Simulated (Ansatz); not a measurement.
This script for a single point in a Gaussian basis of C₂H₈AlNSi, SMILES C=C([SiH3])[NH][AlH2] with the Ansatz DFT code, driven from Python holds a mistake.

`energy_c2h8alnsi.py`:
```python
from pathlib import Path
import json

import ansatz as az
import numpy as np

GEOMETRY = """
C    -0.98090   -1.08610   -1.45410
C    -0.36940   -0.38660   -0.51530
Si    0.42080   -1.36690    0.82100
N    -0.22810    1.06410   -0.56090
Al    0.59370    2.20300    0.68010
H    -1.09550   -2.10630   -1.46290
H    -1.49330   -0.50380   -2.26500
H     0.26640   -2.79020    0.62300
H    -0.10230   -0.95340    2.17700
H     1.90100   -1.09670    0.84790
H    -0.78680    1.56800   -1.31230
H     1.38910    1.60100    1.96520
H     0.50560    3.81910    0.47110
"""


def main() -> None:
    mol = az.Crystal.molecule()
    for line in GEOMETRY.strip().splitlines():
        symbol, *xyz = line.split()
        mol = mol.atom(symbol, [float(v) for v in xyz])

    model = mol.calculation()
    model = model.basis(gaussian="def2-SVP")
    model = model.functional("b3lyp")
    model = model.kpoints(2, 2, 2)
    model = model.forces()
    model = model.orbitals()
    print(model.to_yaml())
    result = model.run(runs_dir="c2h8alnsi_runs")
    rep = result.report

    print("reference energy %16.6f eV" % rep["reference_energy_ev"])
    print("total energy     %16.6f eV" % rep["free_energy_ev"])
    print("occupied orbitals outside the frozen core (up, down):", rep["n_occupied"], " frozen:", rep["n_frozen"], " virtual:", rep["n_virtual"])

    state = rep["mean_field"]["state"]
    print(f"mean field: {state['energy']['hartree']:.7f} Ha, <S^2> = {abs(state['spin_squared']):.4f}, stability: {state.get('stability', {}).get('kind')}")

    symbols = [site.symbol for site in mol.cartesian_sites]
    print("forces (eV/A)")
    for symbol, f in zip(symbols, rep["forces_ev_ang"]):
        print(f"  {symbol:2s} {f[0]:9.4f} {f[1]:9.4f} {f[2]:9.4f}")

    charges = rep["charge_distribution"]
    dipole = np.array(charges["dipole_moment_e_ang"]) * 4.803205
    print("dipole (D): {:.3f} {:.3f} {:.3f}, length {:.3f}".format(*dipole, np.linalg.norm(dipole)))
    print("atom  Mulliken   Lowdin")
    for symbol, m, l in zip(symbols, charges["mulliken_charges_e"], charges["lowdin_charges_e"]):
        print(f"{symbol:4s} {m:9.3f} {l:8.3f}")

    lines = Path(rep["orbitals_path"]).read_text().splitlines()
    field_of = lambda key: [line.split("=")[1].strip() for line in lines if line.startswith(key)]
    orbitals = [(27.211386 * float(e), s, float(n)) for e, s, n in zip(field_of("Ene="), field_of("Spin="), field_of("Occup="))]
    homo = max(e for e, _, n in orbitals if n > 0.5)
    lumo = min(e for e, _, n in orbitals if n < 0.5)
    for e, spin, n in sorted(orbitals):
        if homo - 6 < e < lumo + 5:
            print(f"{spin:6s} {e:10.3f} eV  occupation {n:.0f}")
    with open("c2h8alnsi.json", "w") as handle:
        json.dump({k: rep[k] for k in ("free_energy_ev", "reference_energy_ev", "n_occupied", "n_virtual")}, handle, indent=1)


if __name__ == "__main__":
    main()
```

```console
$ python energy_c2h8alnsi.py
crystal:
  periodic: [false, false, false]
  atoms:
    - { symbol: C, position_ang: [-0.9809, -1.0861, -1.4541] }
    - { symbol: C, position_ang: [-0.3694, -0.3866, -0.5153] }
    - { symbol: Si, position_ang: [0.4208, -1.3669, 0.821] }
    - { symbol: "N", position_ang: [-0.2281, 1.0641, -0.5609] }
    - { symbol: Al, position_ang: [0.5937, 2.203, 0.6801] }
    - { symbol: H, position_ang: [-1.0955, -2.1063, -1.4629] }
    - { symbol: H, position_ang: [-1.4933, -0.5038, -2.265] }
    - { symbol: H, position_ang: [0.2664, -2.7902, 0.623] }
    - { symbol: H, position_ang: [-0.1023, -0.9534, 2.177] }
    - { symbol: H, position_ang: [1.901, -1.0967, 0.8479] }
    - { symbol: H, position_ang: [-0.7868, 1.568, -1.3123] }
    - { symbol: H, position_ang: [1.3891, 1.601, 1.9652] }
    - { symbol: H, position_ang: [0.5056, 3.8191, 0.4711] }
basis:
  gaussian:
    orbitals: def2-SVP
kpoints:
  mp_grid:
    grid: [2, 2, 2]
hamiltonian:
  xc: b3lyp
output:
  orbitals: {}
  forces: true

Traceback (most recent call last):
  File "energy_c2h8alnsi.py", line 72, in <module>
    main()
    ~~~~^^
  File "energy_c2h8alnsi.py", line 37, in main
    result = model.run(runs_dir="c2h8alnsi_runs")
  ...
ansatz.RefusalError: invalid value for `basis.gaussian`: such a run doesn't read kpoints; remove what it names
```
(Library frames cut from the traceback.)

Find the fault and give the corrected script.

The fault: a molecule in a Gaussian basis takes no k-points. The correction:

`energy_c2h8alnsi.py`:
```python
from pathlib import Path
import json

import ansatz as az
import numpy as np

GEOMETRY = """
C    -0.98090   -1.08610   -1.45410
C    -0.36940   -0.38660   -0.51530
Si    0.42080   -1.36690    0.82100
N    -0.22810    1.06410   -0.56090
Al    0.59370    2.20300    0.68010
H    -1.09550   -2.10630   -1.46290
H    -1.49330   -0.50380   -2.26500
H     0.26640   -2.79020    0.62300
H    -0.10230   -0.95340    2.17700
H     1.90100   -1.09670    0.84790
H    -0.78680    1.56800   -1.31230
H     1.38910    1.60100    1.96520
H     0.50560    3.81910    0.47110
"""


def main() -> None:
    mol = az.Crystal.molecule()
    for line in GEOMETRY.strip().splitlines():
        symbol, *xyz = line.split()
        mol = mol.atom(symbol, [float(v) for v in xyz])

    model = mol.calculation()
    model = model.basis(gaussian="def2-SVP")
    model = model.functional("b3lyp")
    model = model.forces()
    model = model.orbitals()
    print(model.to_yaml())
    result = model.run(runs_dir="c2h8alnsi_runs")
    rep = result.report

    print("reference energy %16.6f eV" % rep["reference_energy_ev"])
    print("total energy     %16.6f eV" % rep["free_energy_ev"])
    print("occupied orbitals outside the frozen core (up, down):", rep["n_occupied"], " frozen:", rep["n_frozen"], " virtual:", rep["n_virtual"])

    state = rep["mean_field"]["state"]
    print(f"mean field: {state['energy']['hartree']:.7f} Ha, <S^2> = {abs(state['spin_squared']):.4f}, stability: {state.get('stability', {}).get('kind')}")

    symbols = [site.symbol for site in mol.cartesian_sites]
    print("forces (eV/A)")
    for symbol, f in zip(symbols, rep["forces_ev_ang"]):
        print(f"  {symbol:2s} {f[0]:9.4f} {f[1]:9.4f} {f[2]:9.4f}")

    charges = rep["charge_distribution"]
    dipole = np.array(charges["dipole_moment_e_ang"]) * 4.803205
    print("dipole (D): {:.3f} {:.3f} {:.3f}, length {:.3f}".format(*dipole, np.linalg.norm(dipole)))
    print("atom  Mulliken   Lowdin")
    for symbol, m, l in zip(symbols, charges["mulliken_charges_e"], charges["lowdin_charges_e"]):
        print(f"{symbol:4s} {m:9.3f} {l:8.3f}")

    lines = Path(rep["orbitals_path"]).read_text().splitlines()
    field_of = lambda key: [line.split("=")[1].strip() for line in lines if line.startswith(key)]
    orbitals = [(27.211386 * float(e), s, float(n)) for e, s, n in zip(field_of("Ene="), field_of("Spin="), field_of("Occup="))]
    homo = max(e for e, _, n in orbitals if n > 0.5)
    lumo = min(e for e, _, n in orbitals if n < 0.5)
    for e, spin, n in sorted(orbitals):
        if homo - 6 < e < lumo + 5:
            print(f"{spin:6s} {e:10.3f} eV  occupation {n:.0f}")
    with open("c2h8alnsi.json", "w") as handle:
        json.dump({k: rep[k] for k in ("free_energy_ev", "reference_energy_ev", "n_occupied", "n_virtual")}, handle, indent=1)


if __name__ == "__main__":
    main()
```

The mended script runs so:

```console
$ python energy_c2h8alnsi.py
crystal:
  periodic: [false, false, false]
  atoms:
    - { symbol: C, position_ang: [-0.9809, -1.0861, -1.4541] }
    - { symbol: C, position_ang: [-0.3694, -0.3866, -0.5153] }
    - { symbol: Si, position_ang: [0.4208, -1.3669, 0.821] }
    - { symbol: "N", position_ang: [-0.2281, 1.0641, -0.5609] }
    - { symbol: Al, position_ang: [0.5937, 2.203, 0.6801] }
    - { symbol: H, position_ang: [-1.0955, -2.1063, -1.4629] }
    - { symbol: H, position_ang: [-1.4933, -0.5038, -2.265] }
    - { symbol: H, position_ang: [0.2664, -2.7902, 0.623] }
    - { symbol: H, position_ang: [-0.1023, -0.9534, 2.177] }
    - { symbol: H, position_ang: [1.901, -1.0967, 0.8479] }
    - { symbol: H, position_ang: [-0.7868, 1.568, -1.3123] }
    - { symbol: H, position_ang: [1.3891, 1.601, 1.9652] }
    - { symbol: H, position_ang: [0.5056, 3.8191, 0.4711] }
basis:
  gaussian:
    orbitals: def2-SVP
hamiltonian:
  xc: b3lyp
output:
  orbitals: {}
  forces: true

reference energy    -18162.270214 eV
total energy        -18162.270214 eV
occupied orbitals outside the frozen core (up, down): [27, 27]  frozen: 0  virtual: [91, 91]
mean field: -667.4511195 Ha, <S^2> = 0.0000, stability: minimum
forces (eV/A)
  C    -1.3670    2.9486   -1.9648
  C     0.7131    2.6212    0.1024
  Si    1.0972    0.6763    1.4602
  N    -0.3277    0.0864    0.5117
  Al   -0.1947   -0.3025   -0.2873
  H    -0.2025   -2.7045    0.0966
  H     0.3334   -0.6207    0.2778
  H    -0.3247   -0.7958   -0.2174
  H     0.0274   -0.1728   -0.2448
  H    -0.1365   -0.0169    0.0152
  H     0.7825   -1.1759    0.9155
  H    -0.3316    0.1288   -0.5562
  H    -0.0690   -0.6721   -0.1090
dipole (D): -0.847 0.306 -0.946, length 1.306
atom  Mulliken   Lowdin
C       -0.031   -0.043
C       -0.061   -0.178
Si       0.394    0.367
N       -0.429    0.032
Al       0.574    0.263
H       -0.004   -0.018
H        0.005    0.008
H       -0.089   -0.078
H       -0.093   -0.078
H       -0.093   -0.079
H        0.139    0.041
H       -0.159   -0.117
H       -0.155   -0.122
Alpha     -11.305 eV  occupation 2
Alpha     -10.020 eV  occupation 2
Alpha      -9.577 eV  occupation 2
Alpha      -9.465 eV  occupation 2
Alpha      -8.828 eV  occupation 2
Alpha      -8.655 eV  occupation 2
Alpha      -8.159 eV  occupation 2
Alpha      -6.251 eV  occupation 2
Alpha      -1.302 eV  occupation 0
Alpha       0.190 eV  occupation 0
Alpha       0.245 eV  occupation 0
Alpha       1.071 eV  occupation 0
Alpha       1.319 eV  occupation 0
Alpha       1.913 eV  occupation 0
Alpha       2.142 eV  occupation 0
Alpha       2.301 eV  occupation 0
Alpha       2.720 eV  occupation 0
Alpha       3.162 eV  occupation 0
Alpha       3.287 eV  occupation 0
```

`c2h8alnsi.json`, as written:
```json
{
 "free_energy_ev": -18162.270214024284,
 "reference_energy_ev": -18162.270214024284,
 "n_occupied": [
  27,
  27
 ],
 "n_virtual": [
  91,
  91
 ]
}
```

Total energies depend on the basis set; only differences at equal settings carry meaning. The geometry is a force-field or estimated start, not a minimum of this method, and the basis set is short of its limit. The Löwdin charges here are taken after orthogonalising the functions within each atom; they differ from plain Löwdin charges, and their signs can be unphysical. Alpha marks a spatial orbital of a restricted run, filled by both spins. b3lyp holds the VWN-RPA fit, as in Gaussian; the form of ORCA and Turbomole is b3lyp5. Levels such as HOMO and LUMO are orbital energies: with these approximate functionals they aren't the ionisation energy and electron affinity, and their gap isn't the fundamental gap. Timing: 11 s on 1 thread of Arm Neoverse N1 (shared host), peak memory 0.32 GiB.
